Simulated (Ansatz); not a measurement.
Ta3AsAu2O13:

```
CELL_PARAMETERS angstrom
6.43030 -1.94333 -0.00483
6.43030 1.94333 -0.00483
-2.54785 0.00000 10.68617
ATOMIC_POSITIONS crystal
Ta 0.42174 0.42174 0.35289
Ta 0.60514 0.60514 0.67616
Ta 0.33575 0.33575 0.98865
As 0.62199 0.62199 0.00347
Au 0.71608 0.71608 0.34780
Au 0.30523 0.30523 0.63263
O 0.69967 0.69967 0.15479
O 0.56266 0.56266 0.34673
O 0.27377 0.27377 0.44492
O 0.32994 0.32994 0.81777
O 0.48263 0.48263 0.55126
O 0.75351 0.75351 0.62745
O 0.36278 0.36278 0.18289
O 0.87969 0.87969 0.36594
O 0.57427 0.57427 0.83568
O 0.11671 0.11671 0.67068
O 0.49325 0.49325 0.03078
O 0.16601 0.16601 0.98717
O 0.79918 0.79918 0.98234
```

The cell was built by a generator and needn't be a form met in nature.

Program: Ansatz 0.2.0. Alike in all runs: level PBE; potentials or basis Ansatz PAW; no spin polarisation; cell as given; k mesh 7 × 7 × 3; cutoff (eV) 420; smearing fermi-dirac 0.05 eV. Hardware: 8 threads of Arm Neoverse N1, with other jobs on the host.

Task: Order these runs on this cell by their wall time, lowest first.
A. task atomic charges
B. task band structure; points for each segment of the path 10
C. task electric field gradients

Result: C (40 s), A (92 s), B (210 s).
